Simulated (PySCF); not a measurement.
# A gas-phase reaction: Cl2FHSi + H2 → Cl2H2Si + FH

Wanted: the reaction energy for `F[SiH](Cl)Cl` + `[H][H]` → `Cl[SiH2]Cl` + `F`.

Computed with PySCF 2.14.0; each step states its level. No surroundings beyond the atoms listed, unless a continuum is named. Atoms count from 0, parts from 1.

### Step 1. The system as given

Each species was relaxed by itself at PBE0-D3(BJ)/def2-SVPD.

### Step 2. Energies of the species: wB97M-D3(BJ)/def2-TZVPD

The job: settings as JSON, then the geometry in Å.

```
{"job": {"kind": "react", "xc": "wB97M-D3(BJ)", "basis": "def2-TZVPD"}, "charge": 0, "multiplicity": 1}
-1 Cl2FHSi charge 0 multiplicity 1
F      0.451100     0.132210    -1.635960
Si     0.024090     0.222770    -0.077560
Cl     1.270600    -0.992800     0.993000
Cl    -1.902580    -0.439050     0.088350
H      0.141610     1.619830     0.370730

-1 H2 charge 0 multiplicity 1
H      0.380230    -0.004480     0.005580
H     -0.380230     0.004480    -0.005580

+1 Cl2H2Si charge 0 multiplicity 1
Cl     0.311740     0.197340    -1.958450
Si     0.089800    -0.129730     0.068790
Cl    -0.560640     1.606600     0.978970
H     -0.943430    -1.172850     0.262220
H      1.413210    -0.483760     0.631230

+1 FH charge 0 multiplicity 1
F      0.459720     0.009140    -0.016050
H     -0.459720    -0.009140     0.016050
```

With the program's defaults for keys left out, this is: wB97M-D3(BJ)/def2-TZVPD reaction energy of separated species, gas phase.

Started as:

```bash
OMP_NUM_THREADS=1 python cluster_run.py task.json out
```

The driver reads the jobs from task.json and runs them one after another.

Standard output:

```text
species 1 (Cl2FHSi)
coarse grid: 26816 points
cycle   1  E = -1310.6610093068  dE =  3.210e-01  |g| = 6.411e-01  |ddm| = 1.771e+00
cycle   2  E = -1310.6635946681  dE = -2.585e-03  |g| = 7.403e-01  |ddm| = 8.244e-01
cycle   3  E = -1310.7490053653  dE = -8.541e-02  |g| = 5.708e-02  |ddm| = 3.892e-01
cycle   4  E = -1310.7496490525  dE = -6.437e-04  |g| = 2.599e-02  |ddm| = 6.359e-02
cycle   5  E = -1310.7497829517  dE = -1.339e-04  |g| = 3.304e-03  |ddm| = 1.996e-02
cycle   6  E = -1310.7497887359  dE = -5.784e-06  |g| = 7.882e-04  |ddm| = 7.821e-03
final grid: 52400 points
cycle   7  E = -1310.7497064113  dE = -3.319e-07  |g| = 5.900e-04  |ddm| = 1.889e-03
cycle   8  E = -1310.7497064405  dE = -2.917e-08  |g| = 6.346e-04  |ddm| = 7.345e-04
cycle   9  E = -1310.7497064996  dE = -5.914e-08  |g| = 6.460e-05  |ddm| = 2.754e-04
cycle  10  E = -1310.7497065023  dE = -2.674e-09  |g| = 3.363e-05  |ddm| = 1.181e-04
cycle  11  E = -1310.7497065028  dE = -5.689e-10  |g| = 7.664e-06  |ddm| = 6.223e-05
converged SCF energy = -1310.7497065028

species 2 (H2)
coarse grid: 4944 points
cycle   1  E = -1.1694186802  dE = -2.751e-01  |g| = 9.865e-03  |ddm| = 4.504e-01
cycle   2  E = -1.1694529234  dE = -3.424e-05  |g| = 1.161e-03  |ddm| = 9.676e-03
cycle   3  E = -1.1694536056  dE = -6.822e-07  |g| = 1.815e-04  |ddm| = 1.918e-03
final grid: 10744 points
cycle   4  E = -1.1694522090  dE = -2.407e-08  |g| = 4.114e-05  |ddm| = 3.871e-04
cycle   5  E = -1.1694522102  dE = -1.270e-09  |g| = 9.630e-06  |ddm| = 9.176e-05
cycle   6  E = -1.1694522103  dE = -7.530e-11  |g| = 3.020e-07  |ddm| = 2.873e-05
converged SCF energy = -1.1694522103

species 3 (Cl2H2Si)
coarse grid: 23992 points
cycle   1  E = -1211.3219336279  dE =  1.083e-01  |g| = 3.848e-01  |ddm| = 1.637e+00
cycle   2  E = -1211.3421982054  dE = -2.026e-02  |g| = 3.326e-01  |ddm| = 6.033e-01
cycle   3  E = -1211.3684040686  dE = -2.621e-02  |g| = 1.907e-02  |ddm| = 2.649e-01
cycle   4  E = -1211.3685178727  dE = -1.138e-04  |g| = 4.860e-03  |ddm| = 2.742e-02
cycle   5  E = -1211.3685328112  dE = -1.494e-05  |g| = 1.247e-03  |ddm| = 1.217e-02
cycle   6  E = -1211.3685335030  dE = -6.919e-07  |g| = 3.571e-04  |ddm| = 1.761e-03
final grid: 46168 points
cycle   7  E = -1211.3684757428  dE = -9.388e-08  |g| = 1.903e-04  |ddm| = 1.223e-03
cycle   8  E = -1211.3684757555  dE = -1.267e-08  |g| = 1.135e-04  |ddm| = 2.684e-04
cycle   9  E = -1211.3684757592  dE = -3.711e-09  |g| = 2.626e-05  |ddm| = 8.937e-05
cycle  10  E = -1211.3684757599  dE = -6.401e-10  |g| = 1.139e-05  |ddm| = 6.604e-05
converged SCF energy = -1211.3684757599

species 4 (FH)
coarse grid: 7776 points
cycle   1  E = -100.4688159649  dE = -9.407e-02  |g| = 4.644e-01  |ddm| = 6.197e-01
cycle   2  E = -100.4724973376  dE = -3.681e-03  |g| = 5.038e-01  |ddm| = 3.808e-01
cycle   3  E = -100.5053101357  dE = -3.281e-02  |g| = 2.574e-02  |ddm| = 1.678e-01
cycle   4  E = -100.5053861131  dE = -7.598e-05  |g| = 5.006e-03  |ddm| = 1.077e-02
cycle   5  E = -100.5053907542  dE = -4.641e-06  |g| = 4.334e-04  |ddm| = 3.766e-03
final grid: 16976 points
cycle   6  E = -100.5053936388  dE = -6.400e-08  |g| = 1.068e-04  |ddm| = 8.221e-04
cycle   7  E = -100.5053936422  dE = -3.442e-09  |g| = 8.217e-05  |ddm| = 2.183e-04
cycle   8  E = -100.5053936431  dE = -8.832e-10  |g| = 2.039e-05  |ddm| = 3.750e-05
converged SCF energy = -100.5053936431

Reaction energy = 28.504 kcal/mol
```

It took 19 s on 1 thread of Arm Neoverse V1, shared host; peak memory 0.64 GiB.

Species by species (with the dispersion term, which the log's SCF energies lack):

```csv
ν,species,energy (Eh),HOMO (eV)
-1,F[SiH](Cl)Cl,-1310.75509,-12.03
-1,[H][H],-1.16967,-14.48
+1,Cl[SiH2]Cl,-1211.37370,-11.47
+1,F,-100.50563,-14.54
```

### Step 3. Reaction energy: PBE0-D3(BJ)/def2-TZVPD

Same as in step 2 but for these lines:

```diff
@@ -1,2 +1,2 @@
-{"job": {"kind": "react", "xc": "wB97M-D3(BJ)", "basis": "def2-TZVPD"}, "charge": 0, "multiplicity": 1}
+{"job": {"kind": "react", "xc": "PBE0", "basis": "def2-TZVPD", "disp": "d3bj"}, "charge": 0, "multiplicity": 1}
 -1 Cl2FHSi charge 0 multiplicity 1
```

With the program's defaults for keys left out, this is: PBE0-D3(BJ)/def2-TZVPD reaction energy of separated species, gas phase.

Standard output:

```text
species 1 (Cl2FHSi)
coarse grid: 6584 points
cycle   1  E = -1310.0053566863  dE =  3.222e-01  |g| = 5.967e-01  |ddm| = 1.842e+00
cycle   2  E = -1309.9164639979  dE =  8.889e-02  |g| = 9.707e-01  |ddm| = 8.874e-01
cycle   3  E = -1310.0689289226  dE = -1.525e-01  |g| = 6.747e-02  |ddm| = 5.239e-01
cycle   4  E = -1310.0696464467  dE = -7.175e-04  |g| = 3.239e-02  |ddm| = 7.458e-02
cycle   5  E = -1310.0698370464  dE = -1.906e-04  |g| = 6.042e-03  |ddm| = 2.387e-02
cycle   6  E = -1310.0698457482  dE = -8.702e-06  |g| = 1.985e-03  |ddm| = 5.451e-03
final grid: 52400 points
cycle   7  E = -1310.0739357023  dE = -2.027e-05  |g| = 4.332e-03  |ddm| = 1.886e-02
cycle   8  E = -1310.0739337118  dE =  1.991e-06  |g| = 4.835e-03  |ddm| = 6.409e-03
cycle   9  E = -1310.0739388733  dE = -5.162e-06  |g| = 5.152e-04  |ddm| = 3.873e-03
cycle  10  E = -1310.0739389350  dE = -6.168e-08  |g| = 1.183e-04  |ddm| = 3.834e-04
cycle  11  E = -1310.0739389369  dE = -1.909e-09  |g| = 5.301e-05  |ddm| = 9.243e-05
cycle  12  E = -1310.0739389374  dE = -4.507e-10  |g| = 8.540e-06  |ddm| = 2.593e-05
converged SCF energy = -1310.0739389374

species 2 (H2)
coarse grid: 1240 points
cycle   1  E = -1.1670612157  dE = -2.327e-01  |g| = 2.266e-02  |ddm| = 4.588e-01
cycle   2  E = -1.1672486675  dE = -1.875e-04  |g| = 3.233e-03  |ddm| = 1.897e-02
cycle   3  E = -1.1672531238  dE = -4.456e-06  |g| = 9.769e-05  |ddm| = 2.761e-03
final grid: 10744 points
cycle   4  E = -1.1681372775  dE = -1.931e-06  |g| = 2.742e-04  |ddm| = 1.573e-03
cycle   5  E = -1.1681373058  dE = -2.829e-08  |g| = 3.989e-05  |ddm| = 2.446e-04
cycle   6  E = -1.1681373065  dE = -6.320e-10  |g| = 1.265e-06  |ddm| = 3.105e-05
converged SCF energy = -1.1681373065

species 3 (Cl2H2Si)
coarse grid: 6112 points
cycle   1  E = -1210.7782240969  dE =  1.082e-01  |g| = 3.105e-01  |ddm| = 1.661e+00
cycle   2  E = -1210.7664275289  dE =  1.180e-02  |g| = 3.816e-01  |ddm| = 5.916e-01
cycle   3  E = -1210.8034159138  dE = -3.699e-02  |g| = 3.547e-02  |ddm| = 3.193e-01
cycle   4  E = -1210.8036420454  dE = -2.261e-04  |g| = 1.178e-02  |ddm| = 2.608e-02
cycle   5  E = -1210.8036747684  dE = -3.272e-05  |g| = 2.138e-03  |ddm| = 1.000e-02
cycle   6  E = -1210.8036757289  dE = -9.605e-07  |g| = 5.731e-04  |ddm| = 2.069e-03
final grid: 46168 points
cycle   7  E = -1210.8046420804  dE = -1.300e-05  |g| = 3.496e-03  |ddm| = 1.884e-02
cycle   8  E = -1210.8046421154  dE = -3.505e-08  |g| = 2.844e-03  |ddm| = 4.518e-03
cycle   9  E = -1210.8046434953  dE = -1.380e-06  |g| = 4.499e-04  |ddm| = 2.529e-03
cycle  10  E = -1210.8046435541  dE = -5.882e-08  |g| = 8.548e-05  |ddm| = 3.803e-04
cycle  11  E = -1210.8046435559  dE = -1.820e-09  |g| = 1.551e-05  |ddm| = 7.382e-05
cycle  12  E = -1210.8046435560  dE = -6.480e-11  |g| = 4.314e-06  |ddm| = 1.327e-05
converged SCF energy = -1210.8046435560

species 4 (FH)
coarse grid: 1712 points
cycle   1  E = -100.3541340184  dE = -3.604e-02  |g| = 4.957e-01  |ddm| = 6.253e-01
cycle   2  E = -100.3146166069  dE =  3.952e-02  |g| = 7.430e-01  |ddm| = 5.125e-01
cycle   3  E = -100.3938577162  dE = -7.924e-02  |g| = 2.284e-02  |ddm| = 2.892e-01
cycle   4  E = -100.3939332725  dE = -7.556e-05  |g| = 4.205e-03  |ddm| = 9.787e-03
cycle   5  E = -100.3939352563  dE = -1.984e-06  |g| = 3.556e-04  |ddm| = 1.247e-03
final grid: 16976 points
cycle   6  E = -100.3948397717  dE = -1.859e-05  |g| = 4.002e-03  |ddm| = 7.536e-03
cycle   7  E = -100.3948378418  dE =  1.930e-06  |g| = 5.505e-03  |ddm| = 3.356e-03
cycle   8  E = -100.3948419403  dE = -4.098e-06  |g| = 9.893e-05  |ddm| = 2.015e-03
cycle   9  E = -100.3948419416  dE = -1.270e-09  |g| = 1.774e-05  |ddm| = 3.912e-05
cycle  10  E = -100.3948419416  dE = -4.758e-11  |g| = 3.061e-06  |ddm| = 1.024e-05
converged SCF energy = -100.3948419416

Reaction energy = 26.833 kcal/mol
```

It took 9.1 s on 1 thread of Arm Neoverse V1, shared host; peak memory 0.61 GiB.

Reaction energy at this level: 26.83 kcal/mol.

### Step 4. Reaction energy: MP2/def2-TZVPD

Same as in step 3 but for these lines:

```diff
@@ -1,2 +1,2 @@
-{"job": {"kind": "react", "xc": "PBE0", "basis": "def2-TZVPD", "disp": "d3bj"}, "charge": 0, "multiplicity": 1}
+{"job": {"kind": "react", "xc": "MP2", "basis": "def2-TZVPD"}, "charge": 0, "multiplicity": 1}
 -1 Cl2FHSi charge 0 multiplicity 1
```

With the program's defaults for keys left out, this is: MP2/def2-TZVPD reaction energy of separated species, gas phase.

Standard output:

```text
species 1 (Cl2FHSi)
final grid: 52400 points
cycle   1  E = -1308.1296756232  dE =  2.889e-01  |g| = 5.900e-01  |ddm| = 1.750e+00
cycle   2  E = -1308.1898430843  dE = -6.017e-02  |g| = 3.739e-01  |ddm| = 5.991e-01
cycle   3  E = -1308.2138275219  dE = -2.398e-02  |g| = 4.037e-02  |ddm| = 2.304e-01
cycle   4  E = -1308.2144454703  dE = -6.179e-04  |g| = 1.547e-02  |ddm| = 6.342e-02
cycle   5  E = -1308.2145241618  dE = -7.869e-05  |g| = 4.265e-03  |ddm| = 1.697e-02
cycle   6  E = -1308.2145330780  dE = -8.916e-06  |g| = 1.153e-03  |ddm| = 6.082e-03
cycle   7  E = -1308.2145342277  dE = -1.150e-06  |g| = 3.121e-04  |ddm| = 1.968e-03
cycle   8  E = -1308.2145343039  dE = -7.622e-08  |g| = 5.948e-05  |ddm| = 5.735e-04
cycle   9  E = -1308.2145343060  dE = -2.044e-09  |g| = 1.450e-05  |ddm| = 1.065e-04
cycle  10  E = -1308.2145343061  dE = -1.091e-10  |g| = 3.544e-06  |ddm| = 2.260e-05
converged SCF energy = -1308.2145343061

species 2 (H2)
final grid: 10744 points
cycle   1  E = -1.1312983447  dE = -3.213e-01  |g| = 4.426e-02  |ddm| = 4.479e-01
cycle   2  E = -1.1322331357  dE = -9.348e-04  |g| = 7.183e-03  |ddm| = 3.751e-02
cycle   3  E = -1.1322678359  dE = -3.470e-05  |g| = 8.111e-04  |ddm| = 1.078e-02
cycle   4  E = -1.1322682509  dE = -4.150e-07  |g| = 2.771e-05  |ddm| = 1.627e-03
cycle   5  E = -1.1322682514  dE = -4.854e-10  |g| = 2.610e-06  |ddm| = 6.834e-05
converged SCF energy = -1.1322682514

species 3 (Cl2H2Si)
final grid: 46168 points
cycle   1  E = -1209.1841152005  dE =  9.642e-02  |g| = 3.875e-01  |ddm| = 1.609e+00
cycle   2  E = -1209.2273515873  dE = -4.324e-02  |g| = 2.003e-01  |ddm| = 4.763e-01
cycle   3  E = -1209.2375674032  dE = -1.022e-02  |g| = 3.096e-02  |ddm| = 1.764e-01
cycle   4  E = -1209.2380663360  dE = -4.989e-04  |g| = 7.462e-03  |ddm| = 4.877e-02
cycle   5  E = -1209.2381001618  dE = -3.383e-05  |g| = 1.802e-03  |ddm| = 1.298e-02
cycle   6  E = -1209.2381027684  dE = -2.607e-06  |g| = 6.381e-04  |ddm| = 2.694e-03
cycle   7  E = -1209.2381030911  dE = -3.228e-07  |g| = 1.596e-04  |ddm| = 9.816e-04
cycle   8  E = -1209.2381031102  dE = -1.909e-08  |g| = 3.030e-05  |ddm| = 3.151e-04
cycle   9  E = -1209.2381031109  dE = -6.489e-10  |g| = 6.380e-06  |ddm| = 6.755e-05
converged SCF energy = -1209.2381031109

species 4 (FH)
final grid: 16976 points
cycle   1  E = -100.0371206704  dE = -1.649e-01  |g| = 4.007e-01  |ddm| = 6.032e-01
cycle   2  E = -100.0578881882  dE = -2.077e-02  |g| = 2.336e-01  |ddm| = 2.533e-01
cycle   3  E = -100.0646344195  dE = -6.746e-03  |g| = 2.356e-02  |ddm| = 8.091e-02
cycle   4  E = -100.0647518440  dE = -1.174e-04  |g| = 6.199e-03  |ddm| = 1.253e-02
cycle   5  E = -100.0647675548  dE = -1.571e-05  |g| = 1.459e-03  |ddm| = 5.121e-03
cycle   6  E = -100.0647688276  dE = -1.273e-06  |g| = 2.290e-04  |ddm| = 1.848e-03
cycle   7  E = -100.0647688620  dE = -3.438e-08  |g| = 1.958e-05  |ddm| = 4.211e-04
cycle   8  E = -100.0647688622  dE = -1.848e-10  |g| = 2.360e-06  |ddm| = 2.495e-05
converged SCF energy = -100.0647688622

Reaction energy = 30.656 kcal/mol
```

It took 4.9 s on 1 thread of Arm Neoverse V1, shared host; peak memory 0.46 GiB.

Reaction energy at this level: 30.66 kcal/mol.

### Step 5. Comparing the runs

Energies in kcal/mol, with wall time:

| run | reaction | time |
| --- | --- | --- |
| wB97M-D3(BJ)/def2-TZVPD | 28.50 | 19 s |
| PBE0-D3(BJ)/def2-TZVPD | 26.83 | 9.1 s |
| MP2/def2-TZVPD | 30.66 | 4.9 s |

### Step 6. Outcome

```
                                                quantity                    value
               reaction energy (wB97M-D3(BJ)/def2-TZVPD)           28.50 kcal/mol
                     ΔH, ΔG at 298 K (xTB thermal terms)    +31.1, +30.0 kcal/mol
range of the reaction energy over the runs of this table  26.83 to 30.66 kcal/mol
```

The reaction is endothermic by 31.1 kcal/mol in the gas phase; dispersion gives +0.08, and xTB itself gave 24.25 for the electronic energy (xTB energies and thermal terms come from the earlier relaxation of each species, not shown). No barrier was sought. The reaction energy runs from 26.83 (PBE0-D3(BJ)/def2-TZVPD) to 30.66 kcal/mol (MP2/def2-TZVPD).
